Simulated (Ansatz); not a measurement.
# H₃Sb, SMILES [SbH3]: a rigid scan of one bond length

Program: Ansatz 0.2.0 through its Python package.

Contents of `h3sb.xyz`:
```text
4

Sb    0.47022   -0.32049   -0.47804
H     0.80499    0.07805    1.12298
H    -1.01338   -0.94304    0.01739
H    -0.26183    1.18548   -0.66233
```

The script, `scan.py`:
```python
"""Stretching a bond of H3Sb, the rest held rigid."""

import ansatz as az
import numpy as np


def main() -> None:
    molecule = az.Crystal.molecule_from_extxyz("h3sb.xyz")

    symbols = [site.symbol for site in molecule.cartesian_sites]
    start = np.array([site.position_ang for site in molecule.cartesian_sites])
    axis = (start[1] - start[0]) / np.linalg.norm(start[1] - start[0])
    moving = [1]
    lengths, energies = [1.481, 1.549, 1.616, 1.683, 1.751, 1.818, 1.886, 1.987], []
    for length in lengths:
        xyz = start.copy()
        xyz[moving] += (length - np.linalg.norm(start[1] - start[0])) * axis
        point = az.Crystal.molecule()
        for symbol, place in zip(symbols, xyz):
            point = point.atom(symbol, place.tolist())
        base = point.calculation()
        base = base.basis(gaussian="def2-TZVP")
        base = base.correlation("ccsd_t")
        rep = base.run(threads=1).report
        energies.append(rep["free_energy_ev"])
        print(f"r = {length:6.3f} A  E = {energies[-1]:.5f} eV  <S^2> = {abs(rep['mean_field']['state']['spin_squared']):.3f}")

    # quartic fit about the minimum
    fit = np.polynomial.Polynomial.fit(lengths, np.array(energies) - min(energies), 4).convert()
    roots = [r.real for r in fit.deriv().roots() if abs(r.imag) < 1e-9 and fit.deriv(2)(r.real) > 0]
    r_e = min(roots, key=lambda r: abs(r - lengths[int(np.argmin(energies))]))
    print(f"minimum of the fit at {r_e:.4f} A, force constant {fit.deriv(2)(r_e):.2f} eV/A^2")


if __name__ == "__main__":
    main()
```

`python scan.py` gives:
```text
r =  1.481 A  E = -6567.13810 eV  <S^2> = 0.000
r =  1.549 A  E = -6567.42277 eV  <S^2> = 0.000
r =  1.616 A  E = -6567.57685 eV  <S^2> = 0.000
r =  1.683 A  E = -6567.63589 eV  <S^2> = 0.000
r =  1.751 A  E = -6567.62291 eV  <S^2> = 0.000
r =  1.818 A  E = -6567.55701 eV  <S^2> = 0.000
r =  1.886 A  E = -6567.45113 eV  <S^2> = 0.000
r =  1.987 A  E = -6567.24577 eV  <S^2> = 0.000
minimum of the fit at 1.7021 A, force constant 14.60 eV/A^2
```

Notes:
- Total energies depend on the basis set; only differences at equal settings carry meaning.
- The rest of the molecule is held rigid at a force-field or estimated start geometry, and the basis set is modest; single-reference methods fail as a bond breaks.
- def2 sets replace the cores of elements past krypton by effective core potentials.
- The orbitals are restricted, so S² is zero by construction.
- S² is that of the Hartree-Fock reference.
- It ran for 17 s on 1 thread of Arm Neoverse V2, on a shared host, peak memory 0.25 GiB.

(Lines on the test bed's own set-up are left out of the output.)
